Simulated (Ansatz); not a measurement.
# CH3FZn: the cost of one run

Method: unrestricted cation, the program's frozen cores in correlated methods; program: Ansatz 0.2.0, Gaussian basis.

Plan: UKS PBE-D4/def2-TZVPP; UKS r2SCAN-D4/def2-TZVPP; UKS PBE0-D4/def2-TZVPP; UKS B3LYP-D4/def2-TZVPP; UKS wB97X-V/def2-TZVPP; UKS wB97M-V/def2-TZVPP; UKS B2PLYP (frozen core with 3s3p of Cu, Zn)/def2-TZVPP; UHF-CCSD(T) with 3s3p of Cu, Zn/def2-TZVPP; UHF-MP2 with 3s3p of Cu, Zn/def2-QZVPP; extrapolation to the limit; then −ε(HOMO) from the neutral's earlier runs with LDA (SPW92), PBE-D4, revPBE-D4, BLYP-D4, r2SCAN-D4, B97M-V, PBE0-D4, B3LYP-D4, r2SCANh-D4, r2SCAN0-D4, HSE06-D4, BHLYP-D4, CAM-B3LYP-D4, LC-ωPBE, ωB97X-V, ωB97M-V.

## 1. Structure used throughout

The geometry comes from an earlier relaxation with PBE0-D4 in a triple-zeta def2 set; it is a stationary point.

SMILES `F[CH2][ZnH]`, 6 atoms, charge 0, spin multiplicity 1.

Atoms are counted from 1 here; the program's logs count them from 0.

Bond lengths: F1–C2 1.403 Å, C2–Zn3 1.972 Å, C2–H4 1.095 Å, C2–H5 1.095 Å, Zn3–H6 1.541 Å. Angles: F1–C2–Zn3 109.1°, F1–C2–H4 107.4°, F1–C2–H5 107.4°, Zn3–C2–H4 112.8°, Zn3–C2–H5 112.8°, H4–C2–H5 107.1°, C2–Zn3–H6 179.0°.

As a file:

```xyz
6
CH3FZn
F    -0.31586   -0.21802   -1.67692
C     0.02780   -0.60598   -0.37314
Zn    0.01431    0.98131    0.79700
H     1.00993   -1.08785   -0.42393
H    -0.69080   -1.37071   -0.05982
H    -0.00329    2.23725    1.69051
```

## 2. Cation, UKS PBE-D4/def2-TZVPP

Input file in.yaml:

```yaml
crystal:
  periodic: [false, false, false]
  atoms:
    - {symbol: F, position_ang: [-0.315857, -0.218018, -1.676924]}
    - {symbol: C, position_ang: [0.027797, -0.605981, -0.373137]}
    - {symbol: Zn, position_ang: [0.014312, 0.981310, 0.796996]}
    - {symbol: H, position_ang: [1.009928, -1.087847, -0.423927]}
    - {symbol: H, position_ang: [-0.690796, -1.370710, -0.059818]}
    - {symbol: H, position_ang: [-0.003286, 2.237246, 1.690510]}
basis:
  gaussian: {orbitals: def2-TZVPP}
total_charge: 1
magnetization: {spin_polarized: true, initial_magnetization: 1}
hamiltonian: {xc: pbe, dispersion: d4}
```

Started as:

```sh
$ ansatz run in.yaml --threads 2 --pin off --events-out ev --progress --plain --max-ram 4352MiB
```

**Question.** How long does this run take on 2 threads of Intel Xeon Platinum 8175M at 2.50GHz, shared host, and how much memory does it need?

About 13 s, with a peak of 0.36 GiB.
